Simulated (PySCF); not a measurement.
# A diatomic session: BI

One table from this session's results is given with a row withheld; the runs are named, their logs left out.

Program: PySCF 2.14.0. Level of theory: B def2-SVPD, I def2-SVPD with ECP28, scalar-relativistic core potentials. These are calculated values, not measurements.

The first run:

A driver script around PySCF takes these settings:

```json
{
 "atoms": "B, I",
 "charge": "0",
 "basis": "B def2-SVPD, I def2-SVPD with ECP28",
 "Hamiltonian": "scalar-relativistic core potentials",
 "basis functions": "55",
 "electrons treated": "30",
 "masses in u": "11.0093, 126.9045",
 "levels": "PBE0, PBE, r²SCAN, B97-3, BP86, TPSS, CAM-B3LYP, HF, MP2, SCS-MP2, CCSD, CCSD(T)",
 "grid": "80 radial by 434 angular points",
 "occupations": "held fixed by the projection of orbital angular momentum",
 "dissociation limit": "B + I, each in its ground configuration",
 "starting distance in angstrom": "2.125",
 "values of 2S to try": "0, 2"
}
```

Run with:

```bash
> OMP_NUM_THREADS=1 python dia.py task.json out
```

Steps of the session up to this table: The job; First curve: PBE0; Other states along the same grid; PBE (GGA); r²SCAN (meta-GGA); B97-3 (global hybrid GGA); BP86 (GGA); TPSS (meta-GGA); CAM-B3LYP (range-separated hybrid); RHF (mean field); MP2 and coupled cluster.

One of the session's tables, all rows but one given; the rest of the session is left out.

It belongs to the step «Constants by level of theory». 

| level | Re (Å) | ωe (cm⁻¹) | De (eV) |
| --- | --- | --- | --- |
| RHF | 2.151 | 577 | 2.22 |
| RHF-MP2 | 2.126 | 595 | 3.53 |
| RHF-SCS-MP2 | 2.134 | 586 | 3.38 |
| RHF-CCSD | 2.143 | 581 | 3.30 |
| RHF-CCSD(T) | 2.144 | 578 | 3.46 |
| PBE | 2.151 | 568 | 4.02 |
| BP86 | 2.158 | 559 | 3.94 |
| TPSS | 2.151 | 565 | 3.76 |
| r²SCAN | ? | ? | ? |
| PBE0 | 2.134 | 587 | 3.76 |
| B97-3 | 2.139 | 582 | 3.66 |
| CAM-B3LYP | 2.126 | 590 | 3.47 |

Q: Estimate the row for r²SCAN from the others.

**Answer.** Re (Å): 2.144; ωe (cm⁻¹): 576; De (eV): 3.80.
